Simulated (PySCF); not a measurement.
# C2H7BOSi: the cost of one run

Programs: PySCF 2.14.0, with density-fitted response routines of our own. Each step states its level of theory. These are calculated values for one molecule in the gas phase, unless marked as measured. Atoms are numbered from 0 throughout.

### 1 The molecule as given

12 atoms, charge 0, multiplicity 1; geometry from: GFN2-xTB. The atoms were then displaced at random by about 0.01 Å, so the start is not that level's minimum.

Bonds of the start (Å): B0–C1 1.55, C1–C2 1.35, C2–O3 1.29, O3–Si4 1.67, B0–H5 1.18, B0–H6 1.16, C1–H7 1.08, C2–H8 1.11, Si4–H9 1.43, Si4–H10 1.48, Si4–H11 1.47.

### 2 Geometry optimisation at PBE0-D3(BJ)/def2-SVP

What the job is given:

```
{"job": {"xc": "PBE0", "basis": "def2-SVP", "d3": "d3bj", "grid": 1, "shake": 0.01, "kind": "geom"}, "charge": 0, "multiplicity": 1}
B      2.712420     0.160990     0.419220
C      1.421330    -0.179070    -0.361330
C      0.172800     0.052020     0.106650
O     -0.880930    -0.258880    -0.563540
Si    -2.512100    -0.113250    -0.258970
H      2.597970     0.691320     1.467180
H      3.755300    -0.035780    -0.040890
H      1.486680    -0.633320    -1.343060
H      0.041290     0.521160     1.106000
H     -3.046530    -0.686830    -1.458910
H     -2.865690    -0.852510     0.972820
H     -2.842840     1.305870    -0.054210
```

The run is started by

```
$ OMP_NUM_THREADS=1 python probes_run.py task.json out
```

The driver reads the jobs from task.json and runs them one after another.

Q: Estimate the wall time and peak memory of this first job on 1 thread of Arm Neoverse V2, shared host.

About 29 s, with a peak of 0.44 GiB.
